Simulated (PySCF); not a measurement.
# DyF2 ([DyF2]+): the cost of one run

Programs: PySCF 2.14.0, with routines of our own; each step states its level. All values are computed. Atoms count from 0.

## Step 1: The starting structure

3 atoms, charge 1, states of the metal's open shell are computed; geometry from: model geometry, bond lengths from ionic radii.

## Step 2: Ligand-field states: state-averaged CASSCF

Job settings and geometry (Å):

```
{"job": {"kind": "lf", "basis": {"metal": "x2c-TZVPall", "ligand": "x2c-SVPall"}, "nevpt": false, "roots": {"6": 21, "4": 128, "2": 130}}, "charge": 1, "metal": "Dy", "open_shell": "f9"}
Dy     0.000000     0.000000     0.000000
F      0.000000     0.000000     1.972000
F      0.000000     0.000000    -1.972000
```

Level: state-averaged CASSCF of the metal f shell, state-interaction spin-orbit coupling.

Run with:

```bash
$ OMP_NUM_THREADS=1 python lf_run.py task.json out
```

The driver reads the jobs from task.json and runs them one after another.

**Question.** How long does this first job take on 1 thread of Arm Neoverse V2, shared host, and how much memory does it need?

About 17 s, with a peak of 0.45 GiB.
